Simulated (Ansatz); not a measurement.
# GeSiNH7 (SMILES [SiH3][NH][GeH3]): PBE0/def2-SVP

What is the electronic atomisation energy of GeSiNH7 at PBE0/def2-SVP? 

Program for the calculation: Ansatz 0.2.0.

37 further runs of the same task are left out: 37 set aside as unsound or not needed.

**1. The structure to begin with**

GeSiNH7: 10 atoms, total charge 0, spin state singlet. As SMILES, `[SiH3][NH][GeH3]`. The coordinates come from a PBE0-D4/def2-TZVP relaxation.

Bond lengths: Si1–N2 1.718 Å, N2–Ge3 1.839 Å, Si1–H4 1.486 Å, Si1–H5 1.489 Å, Si1–H6 1.492 Å, N2–H7 1.009 Å, Ge3–H8 1.534 Å, Ge3–H9 1.543 Å, Ge3–H10 1.538 Å. Some angles: Si1–N2–Ge3 127.5°, Si1–N2–H7 117.0°, Ge3–N2–H7 114.2°, N2–Si1–H4 107.3°, N2–Si1–H5 110.3°, N2–Si1–H6 114.2°, N2–Ge3–H8 106.7°, N2–Ge3–H9 111.7°, N2–Ge3–H10 108.4°, H4–Si1–H5 110.0°.

**2. The energy at PBE0/def2-SVP**

File in.yaml:

```yaml
basis:
  gaussian: {orbitals: def2-SVP}
crystal:
  periodic: [false, false, false]
  atoms:
    - {symbol: Si, position_ang: [-1.146800, 0.522200, -0.945600]}
    - {symbol: "N", position_ang: [0.461400, 0.319100, -0.375700]}
    - {symbol: Ge, position_ang: [1.020100, -0.675800, 1.066200]}
    - {symbol: H, position_ang: [-1.923700, -0.668500, -0.512900]}
    - {symbol: H, position_ang: [-1.160200, 0.627200, -2.430500]}
    - {symbol: H, position_ang: [-1.835500, 1.735800, -0.416100]}
    - {symbol: H, position_ang: [1.159100, 0.952900, -0.736500]}
    - {symbol: H, position_ang: [-0.018900, -1.787400, 1.262400]}
    - {symbol: H, position_ang: [1.119900, 0.180400, 2.345600]}
    - {symbol: H, position_ang: [2.407800, -1.257200, 0.745900]}
output: {orbitals: {seedname: orbitals}}
accuracy: high
magnetization: {spin_polarized: false}
hamiltonian: {xc: {name: PBE0}}
```

Launch:

```sh
ansatz run in.yaml --threads 1 --pin off --max-ram 3480MiB --events-out events.jsonl --progress --plain --runs-dir runs
```

Log:

```text
Warning: RAYON_NUM_THREADS=1 ignored (pool sized by the plan → 1); use --threads N
Functional definition: PBE0
  name "PBE0"
  parameter a = 0.25
  parameter kappa = 0.804
  parameter beta = 0.06672455060314922
  exchange = (1 - a)*pbe_x(kappa = kappa, mu = beta*pi^2/3) + a*exact_x
  correlation = pbe_c(beta = beta)
2209 factors; integrals over basis functions are off by at most 4.3e-9 eV
mean field evaluation 1: about -65972.1439 eV, gradient 5.1e1 eV
mean field evaluation 2: about -65962.9228 eV, gradient 7.9e1 eV
mean field evaluation 4: about -65977.0138 eV, gradient 2.4e0 eV
mean field evaluation 8: about -65977.1569 eV, gradient 1.4e-1 eV
mean field evaluation 16: about -65977.1570 eV, gradient 6.5e-6 eV
mean field -65977.15697677 eV, -2424.6157979731 hartree, gradient 7.4e-8 eV, S^2 0.000000; 0 other end points of the search recorded, 0 dependent functions left out
reference -65977.15697956 eV, -2424.6157980755 hartree; 30, 30 occupied and 69, 69 virtual orbitals, 2209 factors
Total energy: -65977.15697956 eV, -2424.6157980755 hartree
```

Run time: 11 s. Hardware: 1 thread of Arm Neoverse V1, shared host; peak memory 0.38 GiB.

**3. The Ge atom**

File in.yaml:

```yaml
crystal:
  periodic: [false, false, false]
  atoms:
    - {symbol: Ge, position_ang: [0.000000, 0.000000, 0.000000]}
basis:
  gaussian:
    orbitals: def2-SVP
magnetization:
  spin_polarized: true
  initial_magnetization: 2
hamiltonian:
  xc: pbe0
accuracy: high
```

Run the same way, it converges to -2076.39507 Eh (log not shown).

**4. The H atom**

File input.yaml:

```yaml
basis:
  gaussian:
    orbitals: def2-SVP
crystal:
  periodic: [false, false, false]
  atoms:
    - symbol: H
      position_ang: [0.000000, 0.000000, 0.000000]
magnetization:
  spin_polarized: true
  initial_magnetization: 1
accuracy: high
hamiltonian:
  xc: pbe0
```

Run the same way, it converges to -0.50029 Eh (log not shown).

**5. The N atom, same level**

File job.yaml:

```yaml
crystal:
  periodic: [false, false, false]
  atoms:
    - {symbol: N, position_ang: [0.000000, 0.000000, 0.000000]}
basis:
  gaussian: {orbitals: def2-SVP}
magnetization: {spin_polarized: true, initial_magnetization: 3}
hamiltonian: {xc: pbe0}
accuracy: high
```

Run the same way, it converges to -54.47898 Eh (log not shown).

**6. The Si atom at the same level**

File in.yaml:

```yaml
crystal:
  periodic: [false, false, false]
  atoms:
    - {symbol: Si, position_ang: [0.000000, 0.000000, 0.000000]}
basis:
  gaussian:
    orbitals: def2-SVP
hamiltonian:
  xc: {name: PBE0}
accuracy: high
magnetization:
  spin_polarized: true
  initial_magnetization: 2
```

Run the same way, it converges to -289.15194 Eh (log not shown).

**7. Summary of results**

At PBE0/def2-SVP:

```
                     quantity           value
       molecule: total energy  -2424.61580 Eh
        molecule: HOMO energy        -7.16 eV
        molecule: LUMO energy         0.41 eV
      molecule: HOMO–LUMO gap         7.57 eV
        Ge atom: total energy  -2076.39507 Eh
                Ge atom: ⟨S²⟩           2.003
         H atom: total energy     -0.50029 Eh
                 H atom: ⟨S²⟩           0.750
         N atom: total energy    -54.47898 Eh
                 N atom: ⟨S²⟩           3.753
        Si atom: total energy   -289.15194 Eh
                Si atom: ⟨S²⟩           2.004
electronic atomisation energy       29.600 eV
```

What this shows: Taking the molecule apart into free atoms costs 29.60 eV (683 kcal/mol), before zero-point energy and without spin-orbit coupling.
